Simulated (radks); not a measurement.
# Nuclear size and the levels of Gd³⁺

The task here is to estimate one member of a computed series from the others.

Method: Dirac Kohn-Sham, BLYP, spin-unpolarised, spherical densities, finite nucleus; open shells are shared between the two j in proportion to 2j + 1. Code: radks (a radial shooting solver on a logarithmic mesh, Libxc functionals) version 1.

### The system

```
element            : gadolinium (Z = 64)
charge             : +3
electrons          : 61
configuration      : [Xe] 4f7
nuclear rms radius : 5.1569 fm
```

The outer shells:

Gd³⁺
```
[Xe] core
4f [↑ ][↑ ][↑ ][↑ ][↑ ][↑ ][↑ ]
```

The first run:

The run's settings:

```text
Z 64
configuration [Xe] 4f7 6s0 5d0
relativity Dirac
functional b88,lyp
spin unpolarised
j_filling average
nucleus finite rms 5.1569 fm
c 137.035999084
```

Among the steps run: rms radius 5.1569 fm.

One table of the session follows, with a row left open; its other results are not shown here.

It belongs to the step «rms radius 5.1569 fm». Sizes of the orbitals, from the radial functions (bohr):

```
level     <r>  outermost maximum (interpolated)  90 % within  nodes
5s1/2   1.324                              1.19         1.90      4
5p1/2   1.472                              1.30         2.14      3
5p3/2   1.559                              1.37         2.27      3
4f5/2  0.8465                             0.564         1.44      0
4f7/2       ?                                 ?            ?      ?
5d3/2   2.166                              1.80         3.27      2
5d5/2   2.203                              1.83         3.32      2
6s1/2   3.115                              2.90         4.39      5
```

Q: Estimate the row for 4f7/2 from the others.

**Answer.** <r>: 0.8575; outermost maximum (interpolated): 0.569; 90 % within: 1.46; nodes: 0. In the column «<r>» it lies between 4f5/2 (0.8465) and 5s1/2 (1.324).
